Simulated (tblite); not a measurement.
# C4H13OPSi2: the cost of one run

The runs use tblite 0.8.0 and PySCF 2.14.0, with density-fitted response routines of our own; the level of theory stands in each step. All values are computed, except where a source is named. Atoms count from 0, in the outputs and in this text.

## (1) The starting structure

21 atoms, charge 0, multiplicity 1; geometry from: force field or distance geometry start.

Bonds of the start (Å): C0–C1 1.49, C1–O2 1.24, C1–C3 1.52, C3–P4 1.86, P4–Si5 2.23, P4–C6 1.85, C6–Si7 1.86, C0–H8 1.09, C0–H9 1.09, C0–H10 1.10, C3–H11 1.11, C3–H12 1.08, Si5–H13 1.48, Si5–H14 1.49, Si5–H15 1.49, C6–H16 1.09, C6–H17 1.10, Si7–H18 1.48, Si7–H19 1.48, Si7–H20 1.48.

## (2) Optimising the geometry with GFN2-xTB

Job settings and geometry (Å):

```
{"job": {"kind": "relax", "xc": "GFN2-xTB", "basis": "xTB"}, "charge": 0, "multiplicity": 1}
C     -3.178900     1.103500     0.040000
C     -2.439800    -0.091400     0.538300
O     -2.757000    -0.673100     1.590000
C     -1.232300    -0.548200    -0.265800
P      0.325400     0.459200    -0.183500
Si     0.876400     0.110100     1.949000
C      1.467400    -0.690400    -1.086300
Si     3.156000     0.055800    -1.343600
H     -3.476100     0.942000    -0.998200
H     -2.567500     1.997800     0.127900
H     -4.095400     1.248200     0.636400
H     -1.016300    -1.591500     0.044200
H     -1.556100    -0.615900    -1.294600
H      0.881900    -1.356000     2.166200
H      2.237900     0.667800     2.164600
H     -0.106400     0.818600     2.813700
H      1.029800    -0.900800    -2.061400
H      1.543600    -1.659300    -0.562100
H      3.837900     0.297100    -0.047900
H      3.074400     1.328500    -2.100400
H      3.986000    -0.885100    -2.126800
```

Started as:

```console
OMP_NUM_THREADS=1 python probes_run.py task.json out
```

The driver reads the jobs from task.json and runs them one after another.

**Question.** How long does this first job take on 1 thread of AMD EPYC 9R45, shared host, and how much memory does it need?

About 1.1 s, with a peak of 0.18 GiB.
